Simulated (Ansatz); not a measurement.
**GeH2O2: how energies converge with the basis set**

Aim: see how fast density functionals converge with the basis set for GeH2O2.

The runs use Ansatz 0.2.0, Gaussian basis; one geometry, several basis sets.

The runs, in order: PBE0-D4/def2-SVP; ωB97M-V/def2-SVP; PBE0-D4/def2-QZVPP; ωB97M-V/def2-QZVPP; the functionals' def2-TZVPP values are taken from earlier runs.

## Step 1: The relaxed structure

The geometry comes from an earlier relaxation with PBE0-D4 in a triple-zeta def2 set; it is a stationary point.

SMILES `[OH][Ge][OH]`, 5 atoms, charge 0, spin multiplicity 1.

Atoms are counted from 1 here; the program's logs count them from 0.

Bond lengths: O1–Ge2 1.790 Å, O1–H4 0.961 Å, Ge2–O3 1.790 Å, O3–H5 0.961 Å. Angles: Ge2–O1–H4 118.8°, O1–Ge2–O3 102.4°, Ge2–O3–H5 118.8°.

## Step 2: PBE0-D4 in def2-SVP

File in.yaml:

```yaml
crystal:
  periodic: [false, false, false]
  atoms:
    - {symbol: O, position_ang: [-1.341020, -0.099502, -0.377435]}
    - {symbol: Ge, position_ang: [-0.316413, -0.895774, 0.855294]}
    - {symbol: O, position_ang: [1.281876, -0.142306, 0.570231]}
    - {symbol: H, position_ang: [-0.940946, 0.550828, -0.961511]}
    - {symbol: H, position_ang: [1.366402, 0.513153, -0.127881]}
basis:
  gaussian: {orbitals: def2-SVP}
hamiltonian: {xc: pbe0, dispersion: d4}
output: {orbitals: {seedname: orbitals}}
```

Further steps of the session: ωB97M-V in def2-SVP; PBE0-D4 in def2-QZVPP; ωB97M-V in def2-QZVPP.

**Question.** What will the summary of the whole plan be? Wanted: PBE0-D4: double and triple zeta above quadruple; ωB97M-V: double and triple zeta above quadruple.

**Answer**, as computed:

```
                                       quantity           value
PBE0-D4: double and triple zeta above quadruple  13.99, 1.48 eV
ωB97M-V: double and triple zeta above quadruple  14.04, 1.44 eV
```

In words: For PBE0-D4 the step from double to triple zeta gains 12.50 eV and the next only 1.48 eV. Total energies overstate the basis error of differences, where much of it tends to cancel.
